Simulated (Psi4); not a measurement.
# GaHOF (SMILES [OH][Ga][F]) at 4 levels

Wanted: a comparison of 4 runs (UPBE/pcseg-1, UB3LYP/6-31G*, USCS(N)-MP2/pcseg-1, USCS-OMP2/cc-pVDZ-DK) of GaHOF. 

Program for the calculation: Psi4 1.11.

3 further runs of the same task are left out: 2 that didn't finish, 1 set aside as unsound or not needed.

## Step 1: Starting point

GaHOF has 4 atoms, charge 0, and is taken as a doublet. As SMILES, `[OH][Ga][F]`. The coordinates come from a PBE0-D4/def2-TZVP relaxation.

Bond lengths: O1–Ga2 1.795 Å, Ga2–F3 1.759 Å, O1–H4 0.961 Å. Angles: O1–Ga2–F3 114.7°, Ga2–O1–H4 113.8°.

## Step 2: A single-point energy at UPBE/pcseg-1 (run 1)

job.in

```
memory 1.6 GB

molecule molecule1 {
  0 2
  O
  Ga 1 1.795156
  F 2 1.7594 1 114.71796
  H 1 0.961155 2 113.79072 3 -179.99605
  symmetry c1
}

set reference uks
set puream true
set e_convergence 1e-09
set d_convergence 1e-08
set scf_type pk
set dft_radial_points 99
set dft_spherical_points 590
set maxiter 200

E, wfn = energy('pbe/pcseg-1', return_wfn=True)
oeprop(wfn, 'LOWDIN_CHARGES', 'QUADRUPOLE', 'MULLIKEN_CHARGES', title='PBE')
```

On the command line:

```console
$ psi4 -n 1 job.in job.out
```

job.out:

```text
[...]
  Running in c1 symmetry.
[...]
  Nuclear repulsion =  182.368856294002967
[...]
  Multiplicity = 2
[...]
  Nalpha       = 25
  Nbeta        = 24
[...]
    Number of basis functions: 60
[...]
   @UKS iter   1: -2099.28525395907036   -3.22217e+00   1.71458e-02 DIIS/ADIIS
[...]
   @UKS iter  13: -2099.85643351216913   -9.09495e-13   5.67988e-09 DIIS
[...]
   @S^2 Observed:                7.516581332E-01
[...]
  @UKS Final Energy: -2099.85643351216913
   => Energetics <=
    Nuclear Repulsion Energy =            182.3688562940029669
    One-Electron Energy =               -3290.9315498118953656
    Two-Electron Energy =                1102.7317852265869078
    DFT Exchange-Correlation Energy =     -94.0255252208635568
    Empirical Dispersion Energy =           0.0000000000000000
    VV10 Nonlocal Energy =                  0.0000000000000000
    Total Energy =                      -2099.8564335121691329
[...]
 Multipole Moments:
 ------------------------------------------------------------------------------------
     Multipole            Electronic (a.u.)      Nuclear  (a.u.)        Total (a.u.)
 ------------------------------------------------------------------------------------
 L = 1.  Multiply by 2.5417464519 to convert [e a0] to [Debye]
 Dipole X            :         -0.0000273            0.0000607            0.0000333
 Dipole Y            :          0.7602969            0.4935364            1.2538333
 Dipole Z            :          3.6351047           -3.8054336           -0.1703289
 Magnitude           :                                                    1.2653497
 L = 2.  Multiply by 1.3450342976 to convert [e a0^2] to [Debye ang]
 Quadrupole XX       :        -18.7078938            0.0000000          -18.7078938
 Quadrupole XY       :         -0.0001339            0.0002507            0.0001168
[...]
  Mulliken Charges: (a.u.)
   Center  Symbol    Alpha    Beta     Spin     Total
       1     O     4.33686  4.15825  0.17861 -0.49511
       2    GA    15.52838 14.79487  0.73351  0.67675
       3     F     4.75364  4.66516  0.08848 -0.41880
       4     H     0.38112  0.38171 -0.00060  0.23717
   Total alpha = 25.00000, Total beta = 24.00000, Total charge = -0.00000
  Lowdin Charges: (a.u.)
   Center  Symbol    Alpha    Beta     Spin     Total
       1     O     4.19116  4.01973  0.17143 -0.21089
       2    GA    15.73799 15.01885  0.71913  0.24316
[...]
```

Wall time 6 s (1 thread of AMD EPYC 9R45 (Zen 5), shared host); peak memory 0.56 GiB.

## Step 3: Energy and forces at UB3LYP/6-31G(d) (spherical functions) (run 2)

input.inp

```
memory 1600 mb

molecule system {
  0 2
  O
  Ga 1 r2
  F 2 r3 1 a3
  H 1 r4 2 a4 3 d4

  r2 = 1.795156
  r3 = 1.7594
  a3 = 114.71796
  r4 = 0.961155
  a4 = 113.79072
  d4 = -179.99605
  symmetry c1
}

set {
  basis 6-31G*
  reference uks
  puream true
  e_convergence 1e-09
  d_convergence 1e-08
  scf_type pk
  dft_radial_points 99
  dft_spherical_points 590
  maxiter 200
}

E, wfn = gradient("b3lyp", return_wfn=True)
print_variables()
```

On the command line:

```console
$ psi4 input.inp input.out -n 1
```

input.out:

```text
[...]
  Running in c1 symmetry.
[...]
  Nuclear repulsion =  182.368856294002967
[...]
  Multiplicity = 2
[...]
  Nalpha       = 25
  Nbeta        = 24
[...]
    Number of basis functions: 62
[...]
   @UKS iter   1: -2098.54902354613978   -1.99437e+00   4.72933e-02 ADIIS/DIIS
[...]
   @UKS iter  15: -2100.31210069538929    9.09495e-13   4.30293e-09 DIIS
[...]
   @S^2 Observed:                7.528784616E-01
[...]
  @UKS Final Energy: -2100.31210069538929
   => Energetics <=
    Nuclear Repulsion Energy =            182.3688562940029669
    One-Electron Energy =               -3290.6676080095639918
    Two-Electron Energy =                1084.1355968949528688
    DFT Exchange-Correlation Energy =     -76.1489458747809920
    Empirical Dispersion Energy =           0.0000000000000000
    VV10 Nonlocal Energy =                  0.0000000000000000
    Total Energy =                      -2100.3121006953892902
[...]
 Multipole Moments:
 ------------------------------------------------------------------------------------
     Multipole            Electronic (a.u.)      Nuclear  (a.u.)        Total (a.u.)
 ------------------------------------------------------------------------------------
 L = 1.  Multiply by 2.5417464519 to convert [e a0] to [Debye]
 Dipole X            :         -0.0000251            0.0000607            0.0000356
 Dipole Y            :          0.7644531            0.4935364            1.2579895
 Dipole Z            :          3.6654530           -3.8054336           -0.1399806
 Magnitude           :                                                    1.2657536
[...]
  -Total Gradient:
     Atom            X                  Y                   Z
    ------   -----------------  -----------------  -----------------
       1        0.000000315739     0.010263124268     0.008362841355
       2       -0.000000281678    -0.004441321714    -0.009069564685
       3        0.000000215226     0.003736146175    -0.001754028267
       4       -0.000000252943    -0.009473830457     0.002471204885
[...]
```

It took 9.3 s on 1 thread of AMD EPYC 9R45 (Zen 5), shared host; peak memory 0.57 GiB.

Run 3 isn't shown in full; the table further down has it.

## Step 4: A single-point energy at USCS-OMP2/cc-pVDZ-DK (DKH2, fitted SCF) (run 4)

fgaho.in

```
memory 1.6 GB

molecule {
  0 2
  O     -0.928500     0.061200    -0.333300
  Ga     0.802400     0.214300     0.117400
  F      1.450100    -1.148000     1.023000
  H     -1.268400     0.812300    -0.827400
  symmetry c1
}

set {
  reference    uhf
  scf_type     df
  mp2_type     conv
  relativistic dkh
  dkh_order    2
}

energy_value, wavefunction = energy("scs-omp2/cc-pVDZ-DK", return_wfn=True)
print_variables()
```

On the command line:

```console
$ psi4 -n 1 fgaho.in fgaho.out
```

fgaho.out:

```text
[...]
  Running in c1 symmetry.
[...]
  Nuclear repulsion =  182.368867515434545
[...]
  Multiplicity = 2
[...]
  Nalpha       = 25
  Nbeta        = 24
[...]
    Number of basis functions: 60
[...]
   @DF-UHF iter   1: -2116.68575340279813   -4.74126e+00   1.54337e-02 DIIS/ADIIS
[...]
   @DF-UHF iter  16: -2117.13497356092557   -2.72848e-12   7.76684e-09 DIIS
[...]
   @S^2 Observed:                7.593313359E-01
[...]
    Orbital Energies [Eh]
    ---------------------
    Alpha Occupied:
       1A   -383.706662     2A    -49.320921     3A    -42.783524
       4A    -42.782489     5A    -42.780816     6A    -26.264965
       7A    -20.581677     8A     -6.626737     9A     -4.577782
      10A     -4.575670    11A     -4.571451    12A     -1.523866
      13A     -1.338175    14A     -1.214243    15A     -1.213605
      16A     -1.213396    17A     -1.208311    18A     -1.199469
      19A     -0.692417    20A     -0.632434    21A     -0.588588
      22A     -0.587192    23A     -0.563365    24A     -0.501560
      25A     -0.369216
    Alpha Virtual:
[...]
  @DF-UHF Final Energy: -2117.13497356092557
   => Energetics <=
    Nuclear Repulsion Energy =            182.3688675154345447
    One-Electron Energy =               -3316.7776311371976590
    Two-Electron Energy =                1017.2737900608374275
    Total Energy =                      -2117.1349735609255731
  UHF NO Occupations:
  HONO-2 :   23  A 1.9992634
  HONO-1 :   24  A 1.9965172
[...]
 Multipole Moments:
 ------------------------------------------------------------------------------------
     Multipole            Electronic (a.u.)      Nuclear  (a.u.)        Total (a.u.)
 ------------------------------------------------------------------------------------
 L = 1.  Multiply by 2.5417464519 to convert [e a0] to [Debye]
 Dipole X            :          3.7199439           -3.6501635            0.0697804
 Dipole Y            :          1.2711282            0.1154909            1.3866191
 Dipole Z            :          0.4795788           -1.1780786           -0.6984997
 Magnitude           :                                                    1.5541826
[...]
	SCS-MP2 Total Energy (a.u.)        : -2117.57587485673503
	SOS-MP2 Total Energy (a.u.)        : -2117.56623076845608
[...]
	MP2 Total Energy (a.u.)            : -2117.60592269983590
[...]
	SCS-OMP2 Total Energy (a.u.)       : -2117.58456504451487
	SOS-OMP2 Total Energy (a.u.)       : -2117.53909465128982
[...]
	OMP2 Total Energy (a.u.)           : -2117.60592269960216
[...]
```

It took 17 s on 1 thread of AMD EPYC 9R45 (Zen 5), shared host; peak memory 0.31 GiB.

## Step 5: The series

```csv
run,level,task,integrals,energy (Eh),HOMO energy (eV),LUMO energy (eV),⟨S²⟩,wall time
1,UPBE/pcseg-1,energy,pk,-2099.856434,-5.81,-4.68,0.752,6 s
2,UB3LYP/6-31G* (spherical functions),gradient,pk,-2100.312101,-6.65,-4.05,0.753,9.3 s
3,USCS(N)-MP2/pcseg-1,energy,direct,-2098.086234,-10.13,-0.17,0.757,2.8 s
4,"USCS-OMP2/cc-pVDZ-DK (DKH2, fitted SCF)",energy,df,-2117.584565,-10.05,0.07,0.759,17 s
```

## Step 6: Summary of results

| quantity | value |
| --- | --- |
| run 4: total energy | -2117.58457 Eh |
| run 4: HOMO energy (Hartree–Fock orbitals) (highest over α and β) | -10.05 eV |
| run 4: LUMO energy (Hartree–Fock orbitals) (lowest over α and β) | 0.07 eV |
| run 4: correlation energy | -449.6 mEh |
| run 4: ⟨S²⟩ of the reference determinant | 0.759 |

**Reading.** Totals of different functionals can't be ranked against each other. Some runs of one species differ in core potentials or relativity; totals across that change don't compare. All runs together took 35 s, the longest 17 s.
